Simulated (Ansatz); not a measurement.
# LaCuIr4: the cost of one run

Program: Ansatz 0.2.0. Level of theory: DFT PBE, scalar-relativistic, plane waves, PAW. These are calculated values, not measurements.

1 further run of the same task is left out (it didn't finish).

## Step 1: Starting point

Symmetry: F-43m, No. 216, cubic system. Conventional cell: a = 7.206 Å, b = 7.206 Å, c = 7.206 Å, α = 90.00°, β = 90.00°, γ = 90.00°. La (site symmetry -43m) has 12 Ir at 2.99 Å and 4 Cu at 3.12 Å in its first shell of neighbours. Around Cu (site symmetry -43m) lie 12 Ir at 2.99 Å and 4 La at 3.12 Å. Around Ir (site symmetry 3m) lie 6 Ir at 2.54 to 2.56 Å and 3 Cu at 2.99 Å and 3 La at 2.99 Å.

As a file:

```cif
data_structure
_symmetry_space_group_name_H-M 'F-43m'
_symmetry_Int_Tables_number 216
_cell_length_a 7.2055
_cell_length_b 7.2055
_cell_length_c 7.2055
_cell_angle_alpha 90.000
_cell_angle_beta 90.000
_cell_angle_gamma 90.000
_cell_volume 374.11
loop_
_atom_site_label
_atom_site_type_symbol
_atom_site_symmetry_multiplicity
_atom_site_Wyckoff_symbol
_atom_site_fract_x
_atom_site_fract_y
_atom_site_fract_z
_atom_site_occupancy
La1 La 4 b 0.50000 0.00000 0.00000 1
Cu1 Cu 4 d 0.25000 0.25000 0.75000 1
Ir1 Ir 16 e 0.37553 0.37553 0.12447 1
```

The cell is invented: species swapped into a database cell of EuInPt4 (F-43m, No. 216), with La on the Eu sites, Cu on the In sites and Ir on the Pt sites. The dimensions are guesses.

## Step 2: A first look at the guess

input.yaml

```yaml
crystal:
  lattice:
    - [0.0, 3.60276974, 3.60276974]
    - [3.60276974, 0.0, 3.60276974]
    - [3.60276974, 3.60276974, 0.0]
  atoms:
    - { symbol: La, position: [0.5, 0.5, 0.5] }
    - { symbol: Cu, position: [0.25, 0.25, 0.25] }
    - { symbol: Ir, position: [0.3733955, 0.87553483, 0.87553483] }
    - { symbol: Ir, position: [0.87553483, 0.87553483, 0.3733955] }
    - { symbol: Ir, position: [0.87553483, 0.87553483, 0.87553483] }
    - { symbol: Ir, position: [0.87553483, 0.3733955, 0.87553483] }
basis:
  ecutwfc: 420
kpoints:
  mp_grid: { grid: [4, 4, 4] }
hamiltonian:
  xc: pbe
scf:
  occupations: { method: gaussian, width: 0.1 }
  lower_state_search: "off"
output:
  forces: true
  stress: true
  eigenvalues: true
```

The run is started by

```bash
$ ansatz run input.yaml --threads 1 --pin off --max-ram 2560MiB --backend cpu --events-out ev --progress --plain --runs-dir out
```

What time and memory should one allow on 1 thread of Intel Xeon 6975P-C (Granite Rapids), shared host?

About 2.2 s, with a peak of 0.43 GiB.
